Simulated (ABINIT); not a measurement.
Write the native input for ABINIT 10.8.3 (patched build) that does the following.

| Quantity | Value |
| --- | --- |
| Task | band structure |
| Functional | AM05 |
| Potentials or basis | JTH PAW PBE v2.0 |
| Cutoff | 762 eV |
| k mesh | 7 × 7 × 7 |
| Occupations | fermi-dirac, width 0.05 eV |
| Spin | no spin polarisation |
| Fine-grid cutoff | 1360.57 eV |

Crystal: TaF3.

```xyz
4
Lattice="3.9012 0.0000 0.0000 0.0000 3.9012 0.0000 0.0000 0.0000 3.9012" Properties=species:S:1:pos:R:3 pbc="T T T"
Ta    0.0000    0.0000    0.0000
F     0.0000    0.0000    1.9506
F     0.0000    1.9506    0.0000
F     1.9506    0.0000    0.0000
```

These files were run (other wordings do the same):

run.abi

```
ndtset 2

pp_dirpath "./"
pseudos "Ta.GGA_PBE-JTH.xml, F.GGA_PBE-JTH.xml"

acell 3*1.0 Angstrom
rprim
     3.9012000000     0.0000000000     0.0000000000
     0.0000000000     3.9012000000     0.0000000000
     0.0000000000     0.0000000000     3.9012000000
ntypat 2
znucl 73 9
natom 4
typat 1 2 2 2
xred
     0.0000000000     0.0000000000     0.0000000000
     0.0000000000     0.0000000000     0.5000000000
     0.0000000000     0.5000000000     0.0000000000
     0.5000000000     0.0000000000     0.0000000000

ecut 28.0
pawecutdg 50.0
pawxcdev 0

ixc -120135

occopt 3
tsmear 0.05 eV

nstep 100

iomode 3
prtwf 0
prteig 0
prtebands 0
enunit 1
prtden1 1

kptopt1 1
ngkpt1 7 7 7
nshiftk1 1
shiftk1 0.0 0.0 0.0
nband1 21
tolvrs1 1.0e-9

iscf2 -2
getden2 1
nband2 27
nbdbuf2 4
tolwfr2 1.0e-11
kptopt2 -5
ndivsm2 8
prteig2 1
kptbounds2
     0.0000000000     0.0000000000     0.0000000000
     0.0000000000     0.5000000000     0.0000000000
     0.5000000000     0.5000000000     0.0000000000
     0.0000000000     0.0000000000     0.0000000000
     0.5000000000     0.5000000000     0.5000000000
     0.0000000000     0.5000000000     0.0000000000
```

Potentials or basis: JTH PAW PBE v2.0.

Launch:

```console
$ abinit run.abi > log 2>&1
```

It gave:

```yaml
Pressure: 20.4 GPa
Band_gap_on_the_k_mesh: none (metal or under the smearing width)
```

Caveat: the PAW data sets were made with another functional, which shifts forces and pressure a little; spin-orbit coupling is left out, which moves the levels of the heavy elements; the atomic spheres overlap.

It took 2.5 min on 1 thread of Arm Neoverse V1, with other jobs on the host, peak memory 0.17 GiB.
